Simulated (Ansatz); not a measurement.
Be3C in Ansatz: convergence with k mesh

Be3C:

```
Be C
1.0
    -1.55230    1.55230    3.67172
     1.55230   -1.55230    3.67172
     1.55230    1.55230   -3.67172
Be C
3 1
Direct
  0.55554 0.07165 0.49992
  0.94447 0.42181 0.49131
  0.50688 0.49755 0.00850
  0.25140 0.74246 0.48905
```

The cell was built by a generator and needn't be a form met in nature.

The cell isn't the ideal one: atoms moved at random, drawn with an rms of 0.05 Å.

| Property | Result |
| --- | --- |
| Program | Ansatz 0.2.0 |
| Task | convergence study |
| Functional | r2SCAN |
| Potentials or basis | PseudoDojo standard (PBE files) |
| Cutoff | 1197 eV |
| Density cutoff | 4789 eV |
| k mesh | 3 × 3 × 4 |
| Occupations | cold, width 0.1 eV |
| Spin | no spin polarisation |

These are the settings of the first run; the series varies k mesh, with any setting tied to it.

Hardware: 2 threads of Arm Neoverse V2 (shared host).

```tsv
k mesh	energy less the tightest run, at zero smearing (meV/atom)	pressure (GPa)	largest force (eV/Å)	SCF cycles	CPU time (s)	peak memory (GiB)
3 × 3 × 4	-38.15	31.19	2.710	10	22	0.68
4 × 4 × 5	9.02	31.63	2.648	11	31	0.74
4 × 4 × 6	7.42	31.80	2.616	10	32	0.76
5 × 5 × 7	-0.13	31.25	2.587	9	45	0.79
7 × 7 × 9	1.53	31.55	2.582	10	97	0.92
8 × 8 × 11	-0.41	31.49	2.599	9	140	1.1
10 × 10 × 14	-0.23	31.56	2.609	9	270	1.6
13 × 13 × 16	0.21	31.46	2.594	9	510	2.5
15 × 15 × 20	0.00	31.47	2.589	9	840	3.7
```

Against the tightest run, the energy stays within 1 meV/atom from 8 × 8 × 11 on; the pressure stays within 0.1 GPa from 7 × 7 × 9 on. Not settled before the last step: the largest force (to 0.005 eV/Å). Meshes of other sizes hit other points, so gaps and Fermi surfaces needn't settle smoothly. The tightest run that finished is the yardstick and may itself not be fully converged.

Caveat, for the tightest run too: the meta-GGA runs on potentials made for a GGA; the potentials were made for another functional, which shifts forces and pressure.
